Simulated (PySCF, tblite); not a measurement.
**C3H11N2PSi2: geometry, infrared bands and NMR shifts**

Aim: predict the infrared bands and NMR shifts of C3H11N2PSi2 (`N#C[SiH2]CCN[SiH2]P`).

The runs use tblite 0.8.0 and PySCF 2.14.0, with density-fitted response routines of our own; the level of theory stands in each step. All values are computed, except where a source is named. Atoms count from 0, in the outputs and in this text.

## 1. The starting structure

19 atoms, charge 0, multiplicity 1; geometry from: force field or distance geometry start.

Bonds of the start (Å): N0–C1 1.16, C1–Si2 1.83, Si2–C3 1.87, C3–C4 1.54, C4–N5 1.45, N5–Si6 1.79, Si6–P7 2.20, Si2–H8 1.47, Si2–H9 1.48, C3–H10 1.09, C3–H11 1.12, C4–H12 1.11, C4–H13 1.10, N5–H14 1.03, Si6–H15 1.49, Si6–H16 1.47, P7–H17 1.45, P7–H18 1.47.

## 2. Relaxing the molecule with GFN2-xTB

The job: settings as JSON, then the geometry in Å.

```
{"job": {"kind": "relax", "xc": "GFN2-xTB", "basis": "xTB"}, "charge": 0, "multiplicity": 1}
N     -5.220500    -0.224700    -0.769800
C     -4.146200    -0.026100    -0.390000
Si    -2.453300     0.278900     0.244700
C     -1.282200    -0.508800    -0.980200
C      0.068400    -0.597500    -0.254900
N      0.529900     0.726600     0.100400
Si     2.116200     0.554100     0.920500
P      3.696600     0.936800    -0.567500
H     -2.228000     1.721600     0.381400
H     -2.224200    -0.411700     1.532000
H     -1.190200     0.052000    -1.914200
H     -1.615000    -1.565300    -1.126400
H      0.761100    -1.085900    -0.976800
H     -0.012400    -1.269500     0.618400
H     -0.100000     1.223800     0.749700
H      2.167500     1.563600     2.017800
H      2.167900    -0.801300     1.478600
H      4.094600    -0.272500    -1.270900
H      4.860000     1.394800     0.199600
```

On the command line:

```bash
$ OMP_NUM_THREADS=1 python probes_run.py task.json out
```

The driver reads the jobs from task.json and runs them one after another.

**Question.** This job is followed by: GFN2-xTB harmonic vibrations, gas phase; GIAO PBE0/pcSseg-1 NMR shielding, non-relativistic, gas phase. What will the session give for the following? strongest single infrared mode (GFN2-xTB); zero-point energy (GFN2-xTB); 13C shifts against TMS (PBE0/pcSseg-1); 1H shifts against TMS (PBE0/pcSseg-1, means over atoms taken as alike); 15N shifts against NH3 (PBE0/pcSseg-1); 29Si shifts against TMS (PBE0/pcSseg-1); 31P shifts against H3PO4 (PBE0/pcSseg-1); surface potential, 1st and 99th percentile.

**Answer**, as computed:

| quantity | value |
| --- | --- |
| strongest single infrared mode (GFN2-xTB) | 2232 cm⁻¹, 329 km/mol |
| zero-point energy (GFN2-xTB) | 81.7 kcal/mol |
| 13C shifts against TMS (PBE0/pcSseg-1) | 123.1, 43.9, 20.1 ppm |
| 1H shifts against TMS (PBE0/pcSseg-1, means over atoms taken as alike) | 5.32, 4.43, 3.24, 1.42, 1.05, -0.25 ppm |
| 15N shifts against NH3 (PBE0/pcSseg-1) | 367.9, 32.9 ppm |
| 29Si shifts against TMS (PBE0/pcSseg-1) | -33.7, -70.6 ppm |
| 31P shifts against H3PO4 (PBE0/pcSseg-1) | -312.2 ppm |
| surface potential, 1st and 99th percentile | -1.70 V and 1.91 V |

**Reading.** Over 235 steps the energy fell by 1.128 eV; of the close pairs, P7–H18 changed most, 1.467 to 1.382 Å. All 51 modes are real, so the xTB geometry is a minimum. GFN2-xTB is a fitted tight-binding method: band positions and strengths are rough. Its intensities can rank the bands wrongly. C1 (nitrile carbon) lies farthest downfield among carbon, at 123.1 ppm; C≡N carbons fall here, among the sp2 signals but without a proton. At PBE0/pcSseg-1: The widest tensor belongs to N0: span 598 ppm, with a paramagnetic part of -437 ppm. At PBE0/pcSseg-1, counted by nearest atom on the grid, the HOMO lies on N5 54 %; H15 9 %, the LUMO on C1 22 %; N0 21 %.
